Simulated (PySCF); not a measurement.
# C₄H₆F₄: electronic excitations

Wanted: the electronic excitations of C₄H₆F₄ (`C[C@H](CF)C(F)(F)F`), by calculation.

Programs: PySCF 2.14.0, with density-fitted response routines of our own. Each step states its level of theory. These are calculated values for one molecule in the gas phase, unless marked as measured. Atoms count from 0, in the outputs and in this text.

## 1. The starting structure

14 atoms, charge 0, multiplicity 1; geometry from: GFN2-xTB.

Bonds of the start (Å): C0–C1 1.53, C1–C2 1.53, C2–F3 1.37, C1–C4 1.52, C4–F5 1.34, C4–F6 1.34, C4–F7 1.34, C0–H8 1.09, C0–H9 1.09, C0–H10 1.09, C1–H11 1.10, C2–H12 1.10, C2–H13 1.09.

## 2. TDDFT and polarisability: CAM-B3LYP/def2-SVPD

The job: settings as JSON, then the geometry in Å.

```
{"job": {"kind": "uv", "xc": "CAM-B3LYP", "basis": "def2-SVPD", "nstates": 8, "ntriplets": 3}, "charge": 0, "multiplicity": 1}
C     -0.384203     1.328656     0.488384
C     -0.015081    -0.150060     0.387306
C      1.399420    -0.342022    -0.168448
F      2.309074     0.144306     0.730127
C     -1.003028    -0.877268    -0.513449
F     -2.264371    -0.761669    -0.081232
F     -0.982489    -0.414061    -1.772558
F     -0.747313    -2.193637    -0.592322
H     -1.366434     1.446217     0.938524
H      0.348897     1.840062     1.105787
H     -0.392528     1.786300    -0.498488
H     -0.072492    -0.620193     1.374840
H      1.632648    -1.401339    -0.319228
H      1.537221     0.214237    -1.101409
```

Method: TDDFT CAM-B3LYP/def2-SVPD, vertical, gas phase, core orbitals frozen in the response.

The run is started by

```sh
$ OMP_NUM_THREADS=1 python probes_run.py task.json out
```

This one command runs all jobs of the session in turn.

Predict these results of the whole session: lowest singlet (CAM-B3LYP/def2-SVPD); brightest single state of those computed; lowest triplet; surface potential, 1st and 99th percentile.

As calculated:

```
                                quantity                         value
    lowest singlet (CAM-B3LYP/def2-SVPD)   9.46 eV (131 nm), f = 0.018
brightest single state of those computed  state 8, 10.50 eV, f = 0.047
                          lowest triplet                       9.10 eV
   surface potential, 1st and 99th percentile            -0.79 V and 1.17 V
```

In words: The first singlet state (HOMO−1→LUMO 0.30, HOMO→LUMO 0.25) lies at 9.46 eV and is weak; of the 8 states computed, the strongest absorption comes from states 7 to 8 together at 10.50 eV (the last computed, so partners may be missing). The lowest triplet lies 0.35 eV below the lowest singlet (triplets in Tamm-Dancoff, singlets in full TDDFT).
